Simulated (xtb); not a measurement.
**CH3ClGaO (SMILES C[O][Ga][Cl]) at GFN2-xTB**

Aim: the vertical doublet–quartet gap of CH3ClGaO at GFN2-xTB, from 2 runs. 

The results are computed with xtb 6.7.1.

18 further runs of the same task are left out: 18 set aside as unsound or not needed.

### Step 1. The structure to begin with

CH3ClGaO has 7 atoms, charge 0, and is taken as a doublet. SMILES: `C[O][Ga][Cl]`. Geometry: a GFN2-xTB relaxation, a rough one for these elements and not checked as a minimum. This is one conformer, not always the lowest.

Bond lengths: C1–O2 1.401 Å, O2–Ga3 1.786 Å, Ga3–Cl4 2.176 Å, C1–H5 1.093 Å, C1–H6 1.095 Å, C1–H7 1.093 Å. Angles: C1–O2–Ga3 155.9°, O2–Ga3–Cl4 111.7°, O2–C1–H5 111.2°, O2–C1–H6 107.7°, O2–C1–H7 111.1°, H5–C1–H6 108.5°, H5–C1–H7 109.5°, H6–C1–H7 108.7°.

### Step 2. Energy and gradient at GFN2-xTB

The input, coord:

```
$coord angs
     1.1140500     0.1837200    -0.0144400  C
    -0.2663200    -0.0567300    -0.0137600  O
    -1.7777400    -0.8824100    -0.4866200  Ga
    -3.5089500    -0.0351900     0.5235400  Cl
     1.4806500     0.3833300    -1.0241700  H
     1.2980700     1.0683400     0.6035300  H
     1.6602500    -0.6610600     0.4119200  H
$end
```

Started as:

```
$ xtb coord --gfn2 --grad --chrg 0 -u 1 --json > run.log 2> xtb.err
```

The log of the run:

```text
* xtb version 6.7.1
[...]
          :  # basis functions                  31          :
[...]
          :  # electrons                        23          :
[...]
          :  Hamiltonian                  GFN2-xTB          :
[...]
          :  net charge                          0          :
          :  unpaired electrons                  1          :
[...]
   *** convergence criteria satisfied after 14 iterations ***
[...]
         ::                     SUMMARY                     ::
         :::::::::::::::::::::::::::::::::::::::::::::::::::::
         :: total energy             -13.550311979718 Eh    ::
         :: gradient norm              0.000805640166 Eh/a0 ::
         :: HOMO-LUMO gap              5.904453817534 eV    ::
         ::.................................................::
         :: SCC energy               -13.612900575634 Eh    ::
         :: -> isotropic ES            0.030468286607 Eh    ::
         :: -> anisotropic ES          0.001669802278 Eh    ::
         :: -> anisotropic XC          0.000718813049 Eh    ::
         :: -> dispersion             -0.003358091320 Eh    ::
         :: repulsion energy           0.062588595916 Eh    ::
         :: add. restraining           0.000000000000 Eh    ::
         :: total charge               0.000000000000 e     ::
         :::::::::::::::::::::::::::::::::::::::::::::::::::::
[...]
        12        1.0000           -0.3760928             -10.2340 (HOMO)
        13                         -0.1591081              -4.3296 (LUMO)
[...]
     #   Z          covCN         q      C6AA      α(0)
     1   6 C        3.627     0.049    20.169     6.470
     2   8 O        1.606    -0.358    20.085     6.049
     3  31 Ga       1.548     0.239   221.481    33.945
     4  17 Cl       0.789    -0.090   101.821    15.436
     5   1 H        0.924     0.049     2.334     2.389
     6   1 H        0.924     0.064     2.154     2.295
     7   1 H        0.924     0.048     2.350     2.397
[...]
     #   Z sym  total        # sym  WBO       # sym  WBO       # sym  WBO
 ---------------------------------------------------------------------------
     1   6 C    3.953 --     2 O    0.988     7 H    0.976     5 H    0.974
                             6 H    0.951
     2   8 O    2.310 --     3 Ga   1.187     1 C    0.988     4 Cl   0.108
     3  31 Ga   2.474 --     4 Cl   1.202     2 O    1.187
     4  17 Cl   1.350 --     3 Ga   1.202     2 O    0.108
     5   1 H    0.998 --     1 C    0.974
     6   1 H    0.995 --     1 C    0.951
     7   1 H    0.998 --     1 C    0.976
 ---------------------------------------------------------------------------
[...]
molecular dipole:
                 x           y           z       tot (Debye)
 q only:        0.519      -0.233      -0.286
   full:        0.822      -0.438      -0.513       2.703
molecular quadrupole (traceless):
[...]
          | TOTAL ENERGY              -13.550311979718 Eh   |
          | GRADIENT NORM               0.000805640166 Eh/α |
          | HOMO-LUMO GAP               5.904453817534 eV   |
           -------------------------------------------------
[...]
```

Standard error:

```text
normal termination of xtb
```

It took 0.025 s on 1 thread of AMD EPYC 9R45 (Zen 5), shared host.

### Step 3. The quartet

coord is that of step 2.

Started as:

```
$ xtb coord --grad --gfn 2 --uhf 3 -P 1 | tee coord.out
```

The log of the run, cut to the lines that bear on the results:

```text
* xtb version 6.7.1
[...]
          :  # basis functions                  31          :
[...]
          :  # electrons                        23          :
[...]
          :  Hamiltonian                  GFN2-xTB          :
[...]
          :  net charge                          0          :
          :  unpaired electrons                  3          :
[...]
   *** convergence criteria satisfied after 25 iterations ***
[...]
         ::                     SUMMARY                     ::
         :::::::::::::::::::::::::::::::::::::::::::::::::::::
         :: total energy             -13.255595036868 Eh    ::
         :: gradient norm              0.086015549067 Eh/a0 ::
         :: HOMO-LUMO gap              1.714374939747 eV    ::
         ::.................................................::
         :: SCC energy               -13.318183632784 Eh    ::
         :: -> isotropic ES            0.018735075092 Eh    ::
         :: -> anisotropic ES         -0.001326054313 Eh    ::
         :: -> anisotropic XC          0.001671618808 Eh    ::
         :: -> dispersion             -0.003096162385 Eh    ::
         :: repulsion energy           0.062588595916 Eh    ::
         :: add. restraining           0.000000000000 Eh    ::
         :: total charge               0.000000000000 e     ::
         :::::::::::::::::::::::::::::::::::::::::::::::::::::
[...]
        13        1.0000           -0.1783664              -4.8536 (HOMO)
        14                         -0.1153643              -3.1392 (LUMO)
[...]
molecular dipole:
                 x           y           z       tot (Debye)
 q only:        1.367       0.724       0.432
   full:        1.702       0.815       0.454       4.934
molecular quadrupole (traceless):
[...]
          | TOTAL ENERGY              -13.255595036868 Eh   |
          | GRADIENT NORM               0.086015549067 Eh/α |
          | HOMO-LUMO GAP               1.714374939747 eV   |
           -------------------------------------------------
[...]
```

Standard error:

```text
normal termination of xtb
```

Run time: 0.025 s. Hardware: 1 thread of AMD EPYC 9R45 (Zen 5), shared host.

### Step 4. Results

Level: GFN2-xTB.

| quantity | value |
| --- | --- |
| doublet: total energy | -13.55031 Eh |
| doublet: dipole moment | 2.70 D |
| doublet: HOMO energy (partly filled) | -10.23 eV |
| doublet: LUMO energy | -4.33 eV |
| doublet: dispersion energy | -8.82 kJ/mol |
| doublet: largest force on an atom | 0.022 eV/Å |
| doublet: mean polarisability (D4 model) | 69.0 bohr³ |
| quartet: total energy | -13.25560 Eh |
| quartet: dipole moment | 4.93 D |
| quartet: HOMO energy (partly filled) | -4.85 eV |
| quartet: LUMO energy | -3.14 eV |
| quartet: dispersion energy | -8.13 kJ/mol |
| quartet: largest force on an atom | 3.280 eV/Å |
| quartet: mean polarisability (D4 model) | 68.2 bohr³ |
| vertical energy of the quartet above the doublet | 8.020 eV |

**Reading.** The method runs without spin polarisation, so open shells lack the exchange term that lowers high spin: such gaps come out too high and can have the wrong sign. At this shape the quartet lies 8.02 eV (774 kJ/mol) above the doublet. Mulliken charges (doublet) run from -0.36 on O2 to +0.24 on Ga3. Mulliken charges (quartet) run from -0.35 on Ga3 to +0.14 on Cl4.
